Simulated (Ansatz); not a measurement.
# SbHF₂: ionisation energy by level of theory

Aim: the vertical ionisation energy of SbHF₂, as cation minus neutral at the neutral's geometry, on several levels, and how well −ε(HOMO) stands in for it.

The runs use Ansatz 0.2.0, Gaussian basis; unrestricted cation, the program's frozen cores in correlated methods.

Levels to be run: UKS PBE-D4/def2-TZVPP; UKS r2SCAN-D4/def2-TZVPP; UKS PBE0-D4/def2-TZVPP; UKS B3LYP-D4/def2-TZVPP; UKS wB97X-V/def2-TZVPP; UKS wB97M-V/def2-TZVPP; UKS B2PLYP/def2-TZVPP; UHF-CCSD(T)/def2-TZVPP; UHF-CCSD(T)/def2-QZVPP; extrapolation to the limit; then −ε(HOMO) from the neutral's earlier runs with LDA (SPW92), PBE-D4, revPBE-D4, BLYP-D4, r2SCAN-D4, B97M-V, PBE0-D4, B3LYP-D4, r2SCANh-D4, r2SCAN0-D4, HSE06-D4, BHLYP-D4, CAM-B3LYP-D4, LC-ωPBE, ωB97X-V, ωB97M-V.

## (1) The geometry

All runs share one geometry, relaxed beforehand with PBE0-D4 in a triple-zeta def2 set. Sb takes the def2 core potential; no spin-orbit term is included.

4 atoms, charge 0, spin multiplicity 1.

Atoms are counted from 1 here; the program's logs count them from 0.

Bond lengths: F1–Sb2 1.902 Å, Sb2–F3 1.902 Å, Sb2–H4 1.724 Å. Angles: F1–Sb2–F3 95.6°, F1–Sb2–H4 92.9°, F3–Sb2–H4 92.9°.

## (2) Cation, UKS PBE-D4/def2-TZVPP

in.yaml

```yaml
crystal:
  periodic: [false, false, false]
  atoms:
    - {symbol: F, position_ang: [1.118465, -0.685864, 0.970600]}
    - {symbol: Sb, position_ang: [-0.574266, -0.447223, 0.135817]}
    - {symbol: F, position_ang: [-0.605206, 1.446416, 0.315602]}
    - {symbol: H, position_ang: [0.116508, -0.373630, -1.442419]}
basis:
  gaussian: {orbitals: def2-TZVPP}
total_charge: 1
magnetization: {spin_polarized: true, initial_magnetization: 1}
hamiltonian: {xc: pbe, dispersion: d4}
```

The run is started by

```bash
> ansatz run in.yaml --threads 2 --pin off --events-out ev --progress --plain --max-ram 32768MiB --backend cpu
```

The runs that follow: Cation, UKS r2SCAN-D4/def2-TZVPP; Cation, UKS PBE0-D4/def2-TZVPP; Cation, UKS B3LYP-D4/def2-TZVPP; Cation, UKS wB97X-V/def2-TZVPP; Cation, UKS wB97M-V/def2-TZVPP; Cation, UKS B2PLYP (frozen core)/def2-TZVPP; Cation, UHF-CCSD(T)/def2-TZVPP; Cation, UHF-CCSD(T)/def2-QZVPP.

Q: Predict the results of all the runs planned. Wanted: ionisation energy, CCSD(T)/CBS; nearest functional by difference; nearest −ε(HOMO); −ε(HOMO) of PBE; T1 of the cation.

The runs gave:

```
                        quantity               value
  ionisation energy, CCSD(T)/CBS            11.12 eV
nearest functional by difference  ωB97X-V (-0.21 eV)
                nearest −ε(HOMO)  LC-ωPBE (-0.22 eV)
                 −ε(HOMO) of PBE             7.06 eV
                T1 of the cation               0.023
```

Energy differences with functionals land within 0.62 eV of the reference. The PBE orbital energy is 4.1 eV too small: a semilocal HOMO is no ionisation energy. Among orbital estimates LC-ωPBE comes nearest. Hartree-Fock falls 0.81 eV short, as the neutral has more correlation energy than the cation. Correlated methods include outer-core shells of Sb, which these sets cover unevenly. With outer-core shells in play the reference is unsure by up to some tenths of an eV, so close misses can't be ranked.
